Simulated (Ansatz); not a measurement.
## FGaH₂O, SMILES [OH][GaH][F]: the energy of protonation at one site

Run with the Python package of Ansatz (0.2.0).

The script, `pa_fgah2o.py`:
```python
"""Adding a proton to FGaH2O."""

import warnings

import ansatz as az
from ase import Atoms
import numpy as np

BASIS_SET = "def2-SVP"
FUNCTIONAL = "r2scan"
NET_CHARGE = 1
FMAX = 0.01


def main() -> None:
    warnings.simplefilter("ignore", az.DeckWarning)

    atoms = Atoms(["O", "Ga", "F", "H", "H"], positions=[
        [-0.778, -0.9891, -0.4955],
        [0.6292, 0.3169, -0.048],
        [0.0186, 1.7605, -0.7455],
        [-1.2646, -0.8085, 0.3273],
        [1.4448, -0.3535, 0.9204],
    ])
    fgah2o = az.Crystal.molecule_from_ase(atoms)

    setup = (
        fgah2o.calculation()
        .basis(gaussian=BASIS_SET)
        .functional(FUNCTIONAL)
    )
    symbols = [site.symbol for site in fgah2o.cartesian_sites]
    start = np.array([site.position_ang for site in fgah2o.cartesian_sites], dtype=float)
    rep = setup.relax(force_tolerance=0.01, max_steps=100).run(threads=1).report
    end = np.array(rep["positions_ang"])

    # start the new hydrogen opposite the existing bonds
    away = sum((end[0] - end[j]) / np.linalg.norm(end[0] - end[j]) for j in [1, 3]) + np.array([0.15, 0.1, -0.2])
    proton = end[0] + 1.0 * away / np.linalg.norm(away)
    acid = az.Crystal.molecule()
    for symbol, place in zip(symbols, end):
        acid = acid.atom(symbol, place.tolist())
    acid = acid.atom("H", proton.tolist())
    protonated = (
        acid.calculation()
        .basis(gaussian=BASIS_SET)
        .functional(FUNCTIONAL)
        .charge(NET_CHARGE)
        .relax(force_tolerance=FMAX, max_steps=80)
    )
    after = protonated.run(threads=1).report
    xyz = np.array(after["positions_ang"])
    reach = np.linalg.norm(xyz[:-1] - xyz[-1], axis=1)
    print(f"base {rep['free_energy_ev']:.5f} eV, protonated {after['free_energy_ev']:.5f} eV")
    print(f"the proton ends {reach.min():.3f} A from {symbols[reach.argmin()]}{reach.argmin()}")
    print(f"electronic proton affinity {96.485332 * (rep['free_energy_ev'] - after['free_energy_ev']):.1f} kJ/mol")


if __name__ == "__main__":
    main()
```

```console
$ python pa_fgah2o.py
base -57163.29839 eV, protonated -57171.89824 eV
the proton ends 0.977 A from O0
electronic proton affinity 829.8 kJ/mol
```

Reading the output:
- The settings weren't tested for convergence.
- The proton is put on one chosen atom, which needn't be the most basic site, so the molecule's proton affinity can be higher; the ends are stationary points, not checked by frequencies, and zero-point and thermal terms count only where printed.
- Timing: 30 s on 1 thread of Intel(R) Xeon(R) 6975P-C (Granite Rapids) (shared host), peak memory 0.24 GiB.

(Lines on the test bed's own set-up are left out of the output.)
